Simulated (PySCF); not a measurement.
# C₃H₈Ge₂: electronic excitations

Wanted: the electronic excitations of C₃H₈Ge₂ (`[GeH3][C@H]1C=[CH][GeH2]1`), by calculation.

The runs use PySCF 2.14.0, with density-fitted response routines of our own; the level of theory stands in each step. All values are computed, except where a source is named. Atoms are numbered from 0 throughout.

## Step 1: The molecule as given

13 atoms, charge 0, multiplicity 1; geometry from: GFN2-xTB.

Bonds of the start (Å): Ge0–C1 1.97, C1–C2 1.50, C2–C3 1.34, C3–Ge4 1.95, Ge4–C1 2.02, Ge0–H5 1.50, Ge0–H6 1.50, Ge0–H7 1.50, C1–H8 1.09, C2–H9 1.08, C3–H10 1.08, Ge4–H11 1.51, Ge4–H12 1.51.

## Step 2: Excited states and response: PBE0/def2-SVPD

Job settings and geometry (Å):

```
{"job": {"kind": "uv", "xc": "PBE0", "basis": "def2-SVPD", "nstates": 8, "ntriplets": 3}, "charge": 0, "multiplicity": 1}
Ge    -1.898681     0.300108     0.297134
C     -0.120184     0.454553    -0.530114
C      0.936395     0.893760     0.439370
C      1.845520    -0.077006     0.561407
Ge     0.965690    -1.231497    -0.747449
H     -2.930314    -0.154149    -0.687813
H     -2.362226     1.615039     0.851507
H     -1.886922    -0.676467     1.430377
H     -0.189432     1.110120    -1.401413
H      0.915856     1.847805     0.951179
H      2.708561    -0.072596     1.207615
H      0.362780    -2.548807    -0.309897
H      1.648571    -1.460378    -2.079630
```

With the program's defaults for keys left out, this is: TDDFT PBE0/def2-SVPD, vertical, gas phase, core orbitals frozen in the response.

On the command line:

```
> OMP_NUM_THREADS=1 python probes_run.py task.json out
```

The driver reads the jobs from task.json and runs them one after another.

What it wrote:

```text
coarse grid: 50152 points
cycle   1  E = -4271.7398593949  dE = -7.294e-01  |g| = 6.106e-01  |ddm| = 5.026e+00
cycle   2  E = -4271.6888887954  dE =  5.097e-02  |g| = 7.653e-01  |ddm| = 1.583e+00
cycle   3  E = -4271.7972299782  dE = -1.083e-01  |g| = 7.514e-02  |ddm| = 1.085e+00
cycle   4  E = -4271.7987772195  dE = -1.547e-03  |g| = 2.555e-02  |ddm| = 1.847e-01
cycle   5  E = -4271.7989027746  dE = -1.256e-04  |g| = 9.005e-03  |ddm| = 4.303e-02
cycle   6  E = -4271.7989242637  dE = -2.149e-05  |g| = 2.620e-03  |ddm| = 1.669e-02
cycle   7  E = -4271.7989260412  dE = -1.778e-06  |g| = 5.084e-04  |ddm| = 4.818e-03
final grid: 102680 points
cycle   8  E = -4271.7989279450  dE =  1.744e-08  |g| = 7.312e-04  |ddm| = 7.261e-03
cycle   9  E = -4271.7989277139  dE =  2.312e-07  |g| = 1.195e-03  |ddm| = 3.086e-03
cycle  10  E = -4271.7989280842  dE = -3.704e-07  |g| = 1.362e-04  |ddm| = 1.889e-03
cycle  11  E = -4271.7989280895  dE = -5.218e-09  |g| = 1.436e-05  |ddm| = 2.302e-04
cycle  12  E = -4271.7989280895  dE = -5.639e-11  |g| = 3.022e-06  |ddm| = 3.297e-05
converged SCF energy = -4271.7989280895

Static polarisability (au): isotropic 94.571, principal 76.876 92.850 113.985

Singlet excitations
state   eV       nm        f      main configurations
  1   5.9943    206.8   0.05715   H->L+1 0.41, H->L 0.33, H-1->L 0.19
  2   6.0686    204.3   0.01492   H->L+1 0.55, H->L 0.30, H-1->L 0.11
  3   6.4684    191.7   0.04309   H-1->L 0.64, H->L 0.23
  4   6.6212    187.3   0.00289   H-2->L 0.90
  5   6.7277    184.3   0.00251   H->L+2 0.86, H->L+3 0.10
  6   6.9310    178.9   0.10252   H->L+3 0.43, H-1->L+1 0.23, H->L+4 0.16
  7   6.9487    178.4   0.05353   H-1->L+1 0.63, H->L+4 0.15, H->L+3 0.14
  8   7.1580    173.2   0.02532   H-2->L+1 0.88

Triplet excitations (Tamm-Dancoff, eV): 4.1578 5.7466 5.8341
```

It took 31 s on 1 thread of Intel Xeon Platinum 8488C, shared host; peak memory 0.8 GiB.

Frontier orbitals and where they lie:

| orbital | eV | atoms |
| --- | --- | --- |
| HOMO−3 | -9.30 | Ge4 19 %, Ge0 18 %, H7 15 % |
| HOMO−2 | -8.48 | C3 22 %, Ge4 21 %, C2 17 % |
| HOMO−1 | -8.02 | C1 29 %, Ge4 20 %, C3 16 % |
| HOMO | -7.29 | C3 31 %, C2 24 %, C1 17 % |
| LUMO | -0.26 | C2 32 %, C3 29 %, Ge4 8 % |
| LUMO+1 | -0.04 | Ge4 36 %, C1 11 %, H11 11 % |
| LUMO+2 | 0.48 | Ge4 36 %, Ge0 17 %, H12 12 % |

With each of the 8 states as a Gaussian band of 0.4 eV half-width at 1/e, the curve within the window shown has maxima at 179 nm (ε 7,700) L/(mol cm). Beyond the last state computed it falls off for lack of states. The curve at chosen wavelengths:

(nm, ε (L/mol/cm)): (166, 1753), (169, 3352), (171, 4613), (174, 6384), (176, 7218), (179, 7676), (181, 7462), (184, 6618), (186, 5914), (189, 4941), (191, 4446), (194, 3976), (196, 3817), (199, 3717), (201, 3678), (204, 3567), (206, 3421), (209, 3072), (211, 2765), (214, 2237), (216, 1874), (219, 1363), (221, 1066), (224, 703), (226, 517), (229, 312)

Ground-state properties from the same run:

| property | computed |
| --- | --- |
| dipole moment (D) | 0.61 |
| polarisability (Å³) | 14.01 |
| HOMO–LUMO gap (eV) | 7.04 |
| −ε(HOMO) (eV) | 7.29 |

## Step 3: Outcome

```
                                quantity                        value
         lowest singlet (PBE0/def2-SVPD)  5.99 eV (207 nm), f = 0.057
brightest single state of those computed  state 6, 6.93 eV, f = 0.103
                          lowest triplet                      4.16 eV
```

The lowest singlet, at 5.99 eV, is HOMO→LUMO+1 0.41, HOMO→LUMO 0.33 and is bright; of the 8 states computed, the strongest absorption comes from states 6 to 7 together at 6.93 eV. The lowest triplet lies 1.84 eV below the lowest singlet (triplets in Tamm-Dancoff, singlets in full TDDFT).
